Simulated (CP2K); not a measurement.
The system is HfGe.

```xyz
2
Lattice="3.5008 0.0000 0.0000 0.0000 3.5008 0.0000 0.0000 0.0000 3.5008" Properties=species:S:1:pos:R:3 pbc="T T T"
Hf    0.0000    0.0000    0.0000
Ge    1.7504    1.7504    1.7504
```

The cell was built by a generator and needn't be a form met in nature.

| Property | Result |
| --- | --- |
| Program | CP2K 2026.2 |
| Task | relaxation of cell and atoms |
| Functional | PBEsol |
| Potentials or basis | POTENTIAL_UZH Hf GTH-PBE-q12, Ge GTH-PBE-q4; DZVP-MOLOPT-PBE-GTH basis |
| Density cutoff | 6123 eV |
| k mesh | 6 × 6 × 6 |
| Occupations | fermi-dirac, width 0.05 eV |
| Spin | no spin polarisation |

At the start: pressure -13.8 GPa; volume 21.45 Å³/atom.

Problem. Where does the relaxation end?

Solution. Over 7 steps the energy falls by 151.8 meV/atom and the volume is 18.37 Å³/atom (-14.4 %); space group Pm-3m (No. 221, to 0.05 Å).

The path:
| step | energy change (eV) | largest force (eV/Å) | volume (Å³) |
| --- | --- | --- | --- |
| 1 | 0.0000 | 0.0000 | 42.91 |
| 2 | -0.0334 | 0.0000 | 42.51 |
| 3 | -0.2682 | 0.0000 | 34.98 |
| 4 | -0.3014 | 0.0000 | 37.21 |
| 5 | -0.3037 | 0.0000 | 36.77 |
| 6 | -0.3037 | 0.0000 | 36.74 |
| 7 | -0.3037 | 0.0000 | 36.74 |

Final structure:
```yaml
crystal:
  lattice:
    - [3.32431, 0.00000, 0.00000]
    - [0.00000, 3.32431, 0.00000]
    - [0.00000, 0.00000, 3.32431]
  atoms:
    - { symbol: Hf, position: [0.00000, 0.00000, 0.00000] }
    - { symbol: Ge, position: [0.50000, 0.50000, 0.50000] }
```

Caveat: the potentials were made for another functional, which shifts forces and pressure; the basis of atomic orbitals isn't converged, which shifts pressures, moduli and gaps.
